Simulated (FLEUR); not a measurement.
TiTe: equation of state with PBEsol

Crystal: TiTe.

```
Te Ti
1.0
     3.84200    0.00000    0.00000
    -1.92100    3.32727    0.00000
     0.00000    0.00000    6.40300
Te Ti
2 2
Direct
  0.66667 0.33333 0.75000
  0.33333 0.66667 0.25000
  0.00000 0.00000 0.50000
  0.00000 0.00000 0.00000
```

```
Program             : FLEUR MaX-R8.1 (later development tree)
Task                : equation of state
Functional          : PBEsol
Potentials or basis : all-electron
Basis               : FLAPW
Kmax                : 4.34 1/bohr
k mesh              : 8 × 8 × 4
Occupations         : fermi-dirac, width 0.05 eV
Spin                : no spin polarisation
```

```json
{
  "Equilibrium volume": "21.15 Å³/atom",
  "Bulk modulus at fixed shape and positions": "96 GPa",
  "Pressure derivative of the bulk modulus": "4.4"
}
```

Energy against volume, from the lowest point:
```csv
volume (Å³/atom),energy (meV/atom)
19.235,61.36
19.644,36.43
20.054,18.51
20.463,6.88
20.872,0.88
21.281,0.00
21.691,3.68
```

Caveat: the cell was scaled at fixed shape and fractional positions, which overstates the stiffness of a crystal with free parameters, most of all of layers and chains. The run has no spin-orbit coupling, so splittings on Te are missing.
